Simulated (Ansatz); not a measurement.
# AgCl: a single-point run

Wanted: a converged single-point run for AgCl, and a check of what comes out. The structure is shown as the input types it.

Program: Ansatz 0.2.0. Level of theory: density functional or hybrid calculation with the settings of its input, plane waves (as first typed). These are calculated values, not measurements.

3 further runs of the same task are left out: 1 for a known fault of the program, 2 that didn't finish.

## (1) Starting point

The structure is cubic, space group Fm-3m (No. 225). Conventional cell: a = 5.546 Å, b = 5.546 Å, c = 5.546 Å, α = 90.00°, β = 90.00°, γ = 90.00°. Ag (site symmetry m-3m) is surrounded by 6 Cl at 2.77 Å. Cl (site symmetry m-3m) has 6 Ag at 2.77 Å as nearest neighbours.

Coordinates:

```xyz
2
Lattice="0.0000 2.7732 2.7732 2.7732 0.0000 2.7732 2.7732 2.7732 0.0000" Properties=species:S:1:pos:R:3 pbc="T T T"
Ag    0.0000    0.0000    0.0000
Cl    2.7732    2.7732    2.7732
```

## (2) Running it

input.yaml

```yaml
crystal:
  lattice:
    - [0.0, 2.7731838142, 2.7731838142]
    - [2.7731838142, 0.0, 2.7731838142]
    - [2.7731838142, 2.7731838142, 0.0]
  atoms:
    - { symbol: Ag, position: [0.0, 0.0, 0.0] }
    - { symbol: Cl, position: [0.5, 0.5, 0.5] }
kpoints:
  mp_grid: { grid: [4, 4, 4] }
hamiltonian:
  xc: hse06
scf:
  occupations: { method: fixed }
  n_extra_bands: 4
  max_iter: 100
output:
  forces: true
  stress: true
  eigenvalues: true
basis:
  ecutwfc: 120
```

On the command line:

```bash
$ ansatz run input.yaml --threads 4 --pin off --max-ram 3686MiB --backend cpu --events-out ev --progress --plain --runs-dir out
```

What happens when this is run?

The run converged and reported no error, with warnings (cutoff below recommended, metallic iterate, stress exchange threshold loose). Its log warns: «basis.ecutwfc = 120 eV is below the records' recommended 420 eV ...»

The suspect setting: basis.ecutwfc is 120. The basis cutoff is far too low: the plane waves can't represent the orbitals near the cores. The potentials' recommended cutoff is 420 eV.

To check: delete basis.ecutwfc (the default then holds).
